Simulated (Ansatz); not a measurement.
# LuI3: the cost of one run

Program: Ansatz 0.2.0. Level of theory: DFT PBEsol, scalar-relativistic, plane waves, PAW. These are calculated values, not measurements.

**1. The system as given**

Symmetry: Fm-3m, No. 225, cubic system. Conventional cell: a = 7.817 Å, b = 7.817 Å, c = 7.817 Å, α = 90.00°, β = 90.00°, γ = 90.00°. Lu (site symmetry m-3m) is surrounded by 8 I at 3.39 Å. I (site symmetry m-3m) has 8 I at 3.39 Å as nearest neighbours. Around I (site symmetry -43m) lie 4 Lu at 3.39 Å and 4 I at 3.39 Å.

As a file:

```
Lu I
1.0
     0.00000    3.90872    3.90872
     3.90872    0.00000    3.90872
     3.90872    3.90872    0.00000
Lu I
1 3
Direct
  0.00000 0.00000 0.00000
  0.50000 0.50000 0.50000
  0.25000 0.25000 0.25000
  0.75000 0.75000 0.75000
```

This cell comes from an earlier session at PBEsol: 29.859 Å³/atom at -0.05 GPa, on a 8×8×8 mesh.

Volume factors to run: 0.980, 1.020, 0.960, 1.040.

**2. Scaling the volume by 0.980**

The input, input.yaml:

```yaml
crystal:
  lattice:
    - [0.0, 3.8824869204, 3.8824869204]
    - [3.8824869204, 0.0, 3.8824869204]
    - [3.8824869204, 3.8824869204, 0.0]
  atoms:
    - { symbol: Lu, position: [0.0, 0.0, 0.0] }
    - { symbol: I, position: [0.5, 0.5, 0.5] }
    - { symbol: I, position: [0.25, 0.25, 0.25] }
    - { symbol: I, position: [0.75, 0.75, 0.75] }
basis:
  ecutwfc: 420
  ecutrho_ratio: 4
kpoints:
  mp_grid: { grid: [8, 8, 8] }
hamiltonian:
  xc: pbesol
scf:
  occupations: { method: gaussian, width: 0.05 }
output:
  forces: true
  stress: true
  eigenvalues: true
```

Launch:

```console
> ansatz run input.yaml --threads 4 --pin off --max-ram 4096MiB --backend cpu --events-out ev --progress --plain --runs-dir out
```

Q: Estimate wall time and peak memory on 4 threads of an x86-64 CPU, shared host.

About 3.2 s, with a peak of 0.65 GiB.
